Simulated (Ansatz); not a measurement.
**CH9B3OSi: molecular dynamics**

Purpose: to follow the molecule's vibrations and see whether its bonds hold. The start is relaxed first. Runs: 40 steps of 4 fs at constant energy, with velocities drawn for 500 K. SMILES of the start: BOC(B)(B)[SiH3].

Method: RKS r2SCANh-D4/STO-3G, in Ansatz 0.2.0.

1 further run of the same task is left out (it didn't finish).

## Step 1: The structure to begin with

Bond lengths: B1–O2 1.536 Å, O2–C3 1.400 Å, C3–B4 1.645 Å, C3–B5 1.641 Å, C3–Si6 1.873 Å, B1–H7 1.143 Å, B1–H8 1.189 Å, B4–H9 1.126 Å, B4–H10 1.254 Å, B5–H11 1.153 Å, B5–H12 1.203 Å, Si6–H13 1.501 Å, Si6–H14 1.503 Å, Si6–H15 1.456 Å. Angles (14 of 22 angles, heavy atoms first): B1–O2–C3 112.9°, O2–C3–B4 115.4°, O2–C3–B5 113.1°, O2–C3–Si6 108.6°, B4–C3–B5 107.6°, B4–C3–Si6 106.1°, B5–C3–Si6 105.3°, O2–B1–H7 118.7°, O2–B1–H8 116.5°, C3–B4–H9 127.5°, C3–B4–H10 115.0°, C3–B5–H11 118.3°, C3–B5–H12 121.2°, C3–Si6–H13 109.9°.

Structure file:

```xyz
15

B    -0.4197   -2.0096   -1.1627
O    -0.9759   -0.6423   -0.7362
C    -0.0661    0.1024    0.0247
B     0.3989   -0.5891    1.4427
B     1.2937    0.5004   -0.8036
Si   -0.8628    1.7348    0.4808
H    -0.6258   -2.9175   -0.5002
H     0.1255   -2.0555   -2.2183
H     1.4295   -0.9419    1.7273
H    -0.5407   -0.8981    2.2142
H     1.1805    1.0865   -1.7906
H     2.3756    0.1151   -0.4470
H    -1.2691    2.4693   -0.7631
H    -2.1121    1.4623    1.2699
H     0.0467    2.5324    1.2915
```

## Step 2: Relaxing the start

input.yaml reads:

```yaml
crystal:
  periodic: [false, false, false]
  atoms:
    - { symbol: B, position_ang: [-0.4197, -2.0096, -1.1627] }
    - { symbol: O, position_ang: [-0.9759, -0.6423, -0.7362] }
    - { symbol: C, position_ang: [-0.0661, 0.1024, 0.0247] }
    - { symbol: B, position_ang: [0.3989, -0.5891, 1.4427] }
    - { symbol: B, position_ang: [1.2937, 0.5004, -0.8036] }
    - { symbol: Si, position_ang: [-0.8628, 1.7348, 0.4808] }
    - { symbol: H, position_ang: [-0.6258, -2.9175, -0.5002] }
    - { symbol: H, position_ang: [0.1255, -2.0555, -2.2183] }
    - { symbol: H, position_ang: [1.4295, -0.9419, 1.7273] }
    - { symbol: H, position_ang: [-0.5407, -0.8981, 2.2142] }
    - { symbol: H, position_ang: [1.1805, 1.0865, -1.7906] }
    - { symbol: H, position_ang: [2.3756, 0.1151, -0.447] }
    - { symbol: H, position_ang: [-1.2691, 2.4693, -0.7631] }
    - { symbol: H, position_ang: [-2.1121, 1.4623, 1.2699] }
    - { symbol: H, position_ang: [0.0467, 2.5324, 1.2915] }
basis:
  gaussian: { orbitals: STO-3G }
hamiltonian:
  xc: r2scanh
  dispersion: d4
relax:
  f_tol: 0.02
  max_steps: 40
scf:
  lower_state_search: "off"
```

The run is started by

```bash
ansatz run input.yaml --threads 1 --pin off --max-ram 2048MiB --backend cpu --events-out ev --progress --plain --runs-dir out
```

Further steps of the session: Dynamics.

Before running it: what results should come out? Wanted: relaxation of the start; temperature, first and last step; temperature, second half; potential energy, second half; largest change of the total energy; bonds formed or broken.

As calculated:

| quantity | value |
| --- | --- |
| relaxation of the start | 21 moves, 3.201 eV lower |
| length | 30 steps of 4 fs, cut short |
| temperature, first and last step | 500 and 1597589 K |
| temperature, second half | mean 1596589 K, from 1594300 to 1599246 K |
| potential energy, second half | +4787 meV/atom from the start |
| largest change of the total energy | 183830.58 meV/atom |
| bonds formed or broken | 19 |

**Reading.** The run blows up, reaching 1599865 K, so it describes no real motion. The run was cut short, and these figures cover the steps done. 120 fs on 15 atoms is far too short and small for converged averages. The nuclei move classically, without zero-point motion, which matters most for hydrogen. The basis is very small, so the numbers are rough.
